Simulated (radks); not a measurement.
**Cu in [Ar] 3d10 4s1: an all-electron calculation**

An exercise on one series of results from a longer session: the logs are not shown, and one member is left open.

Method: scalar-relativistic Kohn-Sham, PBE, spin-polarised, spherical densities, point nucleus; open shells are filled with parallel spins first. Code: radks (a radial shooting solver on a logarithmic mesh, Libxc functionals) version 1.

### Starting point

* element: copper (Z = 29)
* charge: 0
* electrons: 29
* configuration: [Ar] 3d10 4s1

Outer shells as boxes (Hund's rule):

Cu
```
[Ar] core
3d [↑↓][↑↓][↑↓][↑↓][↑↓]
4s [↑ ]
```

The first run:

Input:

```text
Z 29
configuration [Ar] 3d10 4s1
relativity scalar-relativistic
functional pbe,pbe
spin polarised
nucleus point
c 137.035999084
```

One table of the session follows, with a row left open; its other results are not shown here.

It belongs to the step «Orbitals and density». From the orbitals of this run (lengths in bohr):

```
  level      <r>  outermost maximum (interpolated)  90 % within  nodes
  1s up  0.05213                            0.0341       0.0931      0
1s down  0.05213                            0.0341       0.0931      0
2s down   0.2352                             0.197        0.364      1
  2s up   0.2352                             0.197        0.364      1
2p down   0.2064                             0.158        0.338      0
  2p up   0.2064                             0.158        0.338      0
3s down   0.7117                             0.613         1.07      2
  3s up   0.7121                             0.613         1.07      2
3p down   0.7489                             0.619         1.16      1
  3p up        ?                                 ?            ?      ?
  3d up    1.062                             0.603         1.95      0
  4s up    2.906                              2.28         4.53      3
3d down    1.033                             0.602         1.87      0
4s down    2.936                              2.27         4.60      3
```

**Question.** Estimate the row for 3p up.

The run gave: <r>: 0.7498; outermost maximum (interpolated): 0.620; 90 % within: 1.16; nodes: 1. In the column «<r>» it lies between 3p down (0.7489) and 3d down (1.033).
